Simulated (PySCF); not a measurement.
# C3H6ClFSi: the cost of one run

Programs: PySCF 2.14.0, with density-fitted response routines of our own. Each step states its level of theory. These are calculated values for one molecule in the gas phase, unless marked as measured. Atoms are numbered from 0 throughout.

## 1. The molecule as given

12 atoms, charge 0, multiplicity 1; geometry from: PBE0-D3(BJ)/def2-SVP.

Bonds of the start (Å): C0–C1 1.33, C1–F2 1.35, C1–Si3 1.89, Si3–C4 1.89, C4–Cl5 1.79, C0–H6 1.09, C0–H7 1.09, Si3–H8 1.49, Si3–H9 1.49, C4–H10 1.10, C4–H11 1.10.

## 2. Nuclear shieldings: PBE0/6-31G*

The job: settings as JSON, then the geometry in Å.

```
{"job": {"kind": "nmr", "xc": "PBE0", "basis": "6-31G*", "pop": true}, "charge": 0, "multiplicity": 1}
C      2.263226     0.528621    -0.088774
C      0.973887     0.724256    -0.361903
F      0.512408     1.980716    -0.536682
Si    -0.368246    -0.591929    -0.531305
C     -1.724457    -0.217042     0.729942
Cl    -3.051689    -1.405825     0.559985
H      2.640902    -0.484413     0.058634
H      2.961382     1.366948    -0.009831
H     -0.957179    -0.542281    -1.899030
H      0.242452    -1.924376    -0.264241
H     -2.139261     0.789724     0.574780
H     -1.344108    -0.272782     1.760300
```

With the program's defaults for keys left out, this is: GIAO PBE0/6-31G* NMR shielding, non-relativistic, gas phase.

Launch:

```
> OMP_NUM_THREADS=1 python probes_run.py task.json out
```

This one command runs all jobs of the session in turn.

Q: Estimate the wall time and peak memory of this first job on 1 thread of Arm Neoverse V1, shared host.

About 12 s, with a peak of 0.58 GiB.
